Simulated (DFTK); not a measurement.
# TaAs (I4_1md) in DFTK: reference runs

How does TaAs come out in PBEsol? The cell is run as given.

Program: DFTK 0.8.2. These are calculated values, not measurements. Logs are shortened: lines on timing, memory, paths and dates and some standing lists are left out, and cuts for length are marked.

## Step 1: Starting point

Symmetry: I4_1md, No. 109, tetragonal system. Conventional cell: a = 3.444 Å, b = 3.444 Å, c = 11.736 Å, α = 90.00°, β = 90.00°, γ = 90.00°. Ta (site symmetry 2mm) has 6 As at 2.61 to 2.62 Å as nearest neighbours. Around As (site symmetry 2mm) lie 6 Ta at 2.61 to 2.62 Å.

The cell is a database's computed one.

## Step 2: Single point, PBEsol

Input file run.jl:

```julia
using DFTK
using PseudoPotentialData
using Unitful, UnitfulAtomic
using LinearAlgebra, Printf
include("save.jl")
disable_threading()

# lattice vectors are the columns
lattice = austrip(1u"Å") * [ -1.7218133622   1.7218133622   1.7218133622;
             1.7218133622  -1.7218133622   1.7218133622;
             5.8679415361   5.8679415361  -5.8679415361]
symbols   = [:Ta, :Ta, :As, :As]
positions = [[0.4999673, 0.4999673, 0.0],
             [0.2499673, 0.7499673, 0.5],
             [0.08263212, 0.08263212, 0.0],
             [0.83263212, 0.33263212, 0.5]]
pseudopotentials = PseudoFamily("dojo.nc.sr.pbesol.v0_4_1.standard.upf")
elements = Dict(s => ElementPsp(s, pseudopotentials) for s in unique(symbols))
atoms    = [elements[s] for s in symbols]

build_model(lattice, positions; symmetries=true) =
    model_DFT(lattice, atoms, positions;
              functionals=PBEsol(),
              temperature=austrip(0.05u"eV"),
              smearing=Smearing.FermiDirac(),
              symmetries)
Ecut  = 42.0  # hartree
kgrid = [11, 11, 11]
tol   = 1e-6
to_GPa = ustrip(uconvert(u"GPa", 1u"hartree/bohr^3"))

model = build_model(lattice, positions)
basis = PlaneWaveBasis(model; Ecut, kgrid)
display(basis)
scfres = self_consistent_field(basis;
                               tol,
                               nbandsalg=AdaptiveBands(model; n_bands_converge=35))
display(scfres.energies)
@printf "Fermi level: %.6f eV\n" ustrip(auconvert(u"eV", something(scfres.εF, NaN)))
forces = compute_forces_cart(scfres)
println("Forces (eV/Å)")
for (s, f) in zip(symbols, forces)
    @printf "%-3s %12.6f %12.6f %12.6f\n" s ustrip.(auconvert.(u"eV/Å", f))...
end
stress = compute_stresses_cart(scfres)
println("Stress (GPa)")
display(round.(stress * to_GPa; digits=4))
println("Levels at the first k-point (eV): ", round.(ustrip.(auconvert.(u"eV", scfres.eigenvalues[1][1:scfres.n_bands_converge])); digits=4))
save_scf!(scfres; forces, stress)
```

Potentials or basis: dojo.nc.sr.pbesol.v0_4_1.standard.upf (PBEsol).

On the command line:

```bash
julia --threads=1 run.jl  # save.jl only writes the numbers to a file and isn't shown; printed stress counts tension as positive; times include loading and compiling
```

The log of the run:

```text
PlaneWaveBasis discretization:

    Ecut                 : 42.0 Ha
    fft_size             : (80, 80, 80), 512000 total points
    kgrid                : MonkhorstPack([11, 11, 11])
    num.   red. kpoints  : 1331
    num. irred. kpoints  : 231

    Discretized Model(gga_x_pbe_sol+gga_c_pbe_sol, 3D):
        lattice (in Bohr)    : [-3.25376  , 3.25376   , 3.25376   ]
                               [3.25376   , -3.25376  , 3.25376   ]
                               [11.0888   , 11.0888   , -11.0888  ]
        unit cell volume     : 469.59 Bohr³

        atoms                : As₂Ta₂
        pseudopot. family    : PseudoFamily("dojo.nc.sr.pbesol.v0_4_1.standard.upf")

        num. electrons       : 56
        spin polarization    : none
        temperature          : 0.0018375 Ha
        smearing             : DFTK.Smearing.FermiDirac()

        terms                : Kinetic()
                               AtomicLocal()
                               AtomicNonlocal()
                               Ewald(nothing)
                               PspCorrection()
                               Hartree()
                               Xc(gga_x_pbe_sol, gga_c_pbe_sol)
                               Entropy()
n     Energy            log10(ΔE)   log10(Δρ)   Diag   Δtime
---   ---------------   ---------   ---------   ----   ------
  1   -342.0995849699                   -0.84    5.3     284s
  2   -342.1131202195       -1.87       -1.23    1.0     121s
  3   -342.1176932836       -2.34       -1.67    3.2     169s
  4   -342.1179472839       -3.60       -2.21    1.0     108s
  5   -342.1179940790       -4.33       -2.76    3.3     147s
  6   -342.1179964288       -5.63       -3.01    2.2     131s
  7   -342.1179966186       -6.72       -3.86    1.2     113s
  8   -342.1179966649       -7.33       -3.87    4.1     173s
  9   -342.1179966697       -8.32       -4.25    1.0     107s
 10   -342.1179966706       -9.08       -5.14    1.0     108s
 11   -342.1179966707       -9.87       -5.51    3.7     165s
 12   -342.1179966707      -10.87       -5.63    1.9     114s
 13   -342.1179966707      -11.38       -6.47    2.0     144s
Energy breakdown (in Ha):
    Kinetic             186.7915327
    AtomicLocal         -210.8471820
    AtomicNonlocal      -95.4354870
    Ewald               -227.8276620
    PspCorrection       12.0445182
    Hartree             69.7187460
    Xc                  -76.5622899
    Entropy             -0.0001726

    total               -342.117996670711
Fermi level: 11.116164 eV
Forces (eV/Å)
Ta      0.000000     0.000000     0.021245
Ta      0.000000     0.000000     0.021245
As     -0.000000    -0.000000    -0.021287
As     -0.000000    -0.000000    -0.021287
Stress (GPa)
3×3 StaticArraysCore.SMatrix{3, 3, Float64, 9} with indices SOneTo(3)×SOneTo(3):
 3.4214  0.0      0.0
 0.0     3.4214  -0.0
 0.0     0.0      4.0265
Levels at the first k-point (eV): [-57.2419, -57.2319, -24.7041, -24.7041, -24.6702, -24.6626, -24.6579, -24.6563, -24.6526, -24.6428, -24.6428, -24.6323, -23.7996, -23.7274, -23.7274, -23.6052, -23.6052, -23.553, -2.8852, -0.3808, 4.1358, 7.9997, 8.6512, 8.6512, 8.7727, 9.171, 9.4914, 9.4914, 12.0423, 12.7062, 13.4339, 14.2163, 14.2163, 14.4572, 15.2061]
```

It took 44 min on 1 thread of AMD EPYC 9R45 (Zen 5), shared host; peak memory 13 GiB.

Results:

- Free energy: -9309.5049 eV
- Pressure: -3.6 GPa
- Largest force: 0.021 eV/Å
- Band gap on the k mesh: none (metal or under the smearing width)

Forces on the atoms (eV/Å):
```
Ta   0.000  0.000  0.021
Ta   0.000  0.000  0.021
As   0.000  0.000 -0.021
As   0.000  0.000 -0.021
```

Spin-orbit coupling is left out, which matters for the levels of Ta.
